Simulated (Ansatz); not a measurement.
# Ga3N3: the cost of one run

Computed with Ansatz 0.2.0, Gaussian basis. Level: UKS PBE0-D4/def2-SVP.

Levels to be run: a search for the lowest solution at PBE0-D4/def2-SVP; a single point at PBE0-D4/def2-TZVP.

3 further runs of the same task are left out: 3 set aside as unsound or not needed.

## 1. The geometry

The geometry is that of the doublet, from an earlier relaxation (PBE-D4/def2-SVP). At that level it is the lowest of the isomers that a small search found.

6 atoms, charge 1, spin multiplicity 2.

Atoms are counted from 1 here; the program's logs count them from 0.

Bond lengths: Ga1–N4 1.821 Å, Ga1–N6 1.895 Å, Ga2–N4 1.870 Å, Ga2–N5 1.869 Å, Ga3–N5 1.821 Å, Ga3–N6 1.896 Å. Angles: N4–Ga1–N6 148.4°, N4–Ga2–N5 149.9°, N5–Ga3–N6 148.4°, Ga1–N4–Ga2 90.9°, Ga2–N5–Ga3 90.9°, Ga1–N6–Ga3 91.5°.

The ion is computed in the gas phase, without counter-ions or solvent.

Bonds by kind at the end (by distance):

```tsv
bond	count	shortest (Å)	longest (Å)
Ga–N	6	1.821	1.896
```

## 2. Searching for the lowest solution, PBE0-D4/def2-SVP

start.molden holds the orbitals of an earlier run on this state, given as this run's starting guess.

The input, in.yaml:

```yaml
crystal:
  periodic: [false, false, false]
  atoms:
    - {symbol: Ga, position_ang: [-1.537658, 0.162873, 0.081966]}
    - {symbol: Ga, position_ang: [0.855241, 1.238332, -0.097196]}
    - {symbol: Ga, position_ang: [0.695022, -1.383353, 0.014811]}
    - {symbol: N, position_ang: [-0.904379, 1.866713, -0.023071]}
    - {symbol: N, position_ang: [2.062952, -0.188450, -0.110389]}
    - {symbol: N, position_ang: [-1.171168, -1.696124, 0.133889]}
basis:
  gaussian: {orbitals: def2-SVP, initial_orbitals: start.molden}
total_charge: 1
magnetization: {spin_polarized: true, initial_magnetization: 1}
hamiltonian: {xc: pbe0, dispersion: d4}
output: {orbitals: {seedname: orbitals}}
```

Command:

```bash
$ ansatz run in.yaml --threads 4 --pin off --events-out ev --progress --plain --max-ram 8704MiB
```

**Question.** How long does this run take on 4 threads of Arm Neoverse V2, shared host, and how much memory does it need?

About 17 s, with a peak of 0.61 GiB.
